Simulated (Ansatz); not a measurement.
# C2H9FOSi: the cost of one run

Method: UKS revPBE/6-31G, in Ansatz 0.2.0.

## Step 1: The starting structure

Bond lengths: Si1–F2 2.004 Å, Si1–H3 1.457 Å, Si1–H4 1.479 Å, Si1–C5 1.885 Å, Si1–O7 2.066 Å, O7–C8 1.391 Å, C5–H9 1.086 Å, C5–H10 1.084 Å, C5–H11 1.084 Å, C8–H12 1.093 Å, C8–H13 1.094 Å, C8–H14 1.093 Å. Angles (14 of 23 angles, heavy atoms first): F2–Si1–C5 89.7°, F2–Si1–O7 68.3°, C5–Si1–O7 102.2°, Si1–O7–C8 118.9°, F2–Si1–H3 80.2°, F2–Si1–H4 155.2°, H3–Si1–C5 125.2°, H3–Si1–O7 122.5°, H4–Si1–C5 106.6°, H4–Si1–O7 89.8°, Si1–C5–H9 110.9°, Si1–C5–H10 109.9°, Si1–C5–H11 111.8°, O7–C8–H12 109.1°.

As a file:

```xyz
14

Si   -0.8035   -0.3838    0.3901
F     0.5483   -1.7609   -0.1490
H    -1.6894   -1.3909   -0.1796
H    -1.5658    0.8763    0.2515
C    -0.1156   -0.4079    2.1447
H     1.0410   -0.7862   -0.6537
O     0.7553    0.4522   -0.6766
C     0.4908    1.0300   -1.9137
H     0.7233    0.2747    2.2405
H    -0.8825   -0.0983    2.8457
H     0.2227   -1.3972    2.4307
H    -0.0129    1.9877   -1.7604
H    -0.1472    0.3960   -2.5363
H     1.4355    1.2083   -2.4337
```

## Step 2: Run 1

150 steps of 0.5 fs at constant energy, with velocities drawn for 100 K.

Input file input.yaml:

```yaml
crystal:
  periodic: [false, false, false]
  atoms:
    - { symbol: Si, position_ang: [-0.8035, -0.3838, 0.3901] }
    - { symbol: F, position_ang: [0.5483, -1.7609, -0.149] }
    - { symbol: H, position_ang: [-1.6894, -1.3909, -0.1796] }
    - { symbol: H, position_ang: [-1.5658, 0.8763, 0.2515] }
    - { symbol: C, position_ang: [-0.1156, -0.4079, 2.1447] }
    - { symbol: H, position_ang: [1.041, -0.7862, -0.6537] }
    - { symbol: O, position_ang: [0.7553, 0.4522, -0.6766] }
    - { symbol: C, position_ang: [0.4908, 1.03, -1.9137] }
    - { symbol: H, position_ang: [0.7233, 0.2747, 2.2405] }
    - { symbol: H, position_ang: [-0.8825, -0.0983, 2.8457] }
    - { symbol: H, position_ang: [0.2227, -1.3972, 2.4307] }
    - { symbol: H, position_ang: [-0.0129, 1.9877, -1.7604] }
    - { symbol: H, position_ang: [-0.1472, 0.396, -2.5363] }
    - { symbol: H, position_ang: [1.4355, 1.2083, -2.4337] }
magnetization:
  spin_polarized: true
basis:
  gaussian: { orbitals: "6-31G" }
hamiltonian:
  xc: revpbe
md:
  timestep: 0.5
  n_steps: 150
  ensemble: nve
  temperature: 100.0
  initial_velocities: maxwell_boltzmann
  seed: 453513
```

The run is started by

```console
$ ansatz run input.yaml --threads 1 --pin off --max-ram 2048MiB --backend cpu --events-out ev --progress --plain --runs-dir out
```

**Question.** How long does this run take on 1 thread of Arm Neoverse V1, shared host, and how much memory does it need?

About 13 min, with a peak of 0.15 GiB.
